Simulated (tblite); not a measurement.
# C12H11N: the cost of one run

The runs use tblite 0.8.0 and PySCF 2.14.0, with density-fitted response routines of our own; the level of theory stands in each step. All values are computed, except where a source is named. Atoms are numbered from 0 throughout.

### Step 1. The starting structure

24 atoms, charge 0, multiplicity 1; geometry from: force field or distance geometry start.

Bonds of the start (Å): C0–C1 1.39, C1–C2 1.40, C2–C3 1.39, C3–C4 1.51, C4–C5 1.50, C5–C6 1.39, C6–C7 1.40, C7–C8 1.38, C8–C9 1.38, C9–N10 1.35, C3–C11 1.41, C11–C12 1.40, C12–C0 1.38, N10–C5 1.36, C0–H13 1.09, C1–H14 1.09, C2–H15 1.08, C4–H16 1.09, C4–H17 1.10, C6–H18 1.09, C7–H19 1.09, C8–H20 1.08, C9–H21 1.09, C11–H22 1.08, C12–H23 1.09.

### Step 2. Geometry optimisation with GFN2-xTB

Job settings and geometry (Å):

```
{"job": {"kind": "relax", "xc": "GFN2-xTB", "basis": "xTB"}, "charge": 0, "multiplicity": 1}
C     -3.509300     0.578000     0.664900
C     -2.578100     1.572900     0.384000
C     -1.395200     1.241900    -0.293400
C     -1.168100    -0.063400    -0.728400
C      0.099900    -0.417400    -1.461500
C      1.361400    -0.242100    -0.661400
C      1.615800    -1.045500     0.447100
C      2.797300    -0.855700     1.175600
C      3.691500     0.118800     0.769500
C      3.362600     0.878600    -0.340400
N      2.231400     0.718800    -1.066000
C     -2.130200    -1.058700    -0.441500
C     -3.300400    -0.728500     0.257300
H     -4.424000     0.832700     1.200200
H     -2.748200     2.599700     0.720800
H     -0.674900     2.026000    -0.490100
H      0.064900    -1.447900    -1.827500
H      0.148200     0.205500    -2.369100
H      0.901500    -1.804400     0.762600
H      3.008900    -1.472400     2.048100
H      4.606800     0.301000     1.313100
H      4.032400     1.663000    -0.698500
H     -1.965400    -2.075100    -0.751800
H     -4.040500    -1.505900     0.456700
```

The run is started by

```
$ OMP_NUM_THREADS=2 python probes_run.py task.json out
```

One launch serves the whole session: the jobs run in the order shown.

**Question.** How long does this first job take on 2 threads of Intel Xeon Platinum 8259CL at 2.50GHz, shared host, and how much memory does it need?

About 1 s, with a peak of 0.18 GiB.
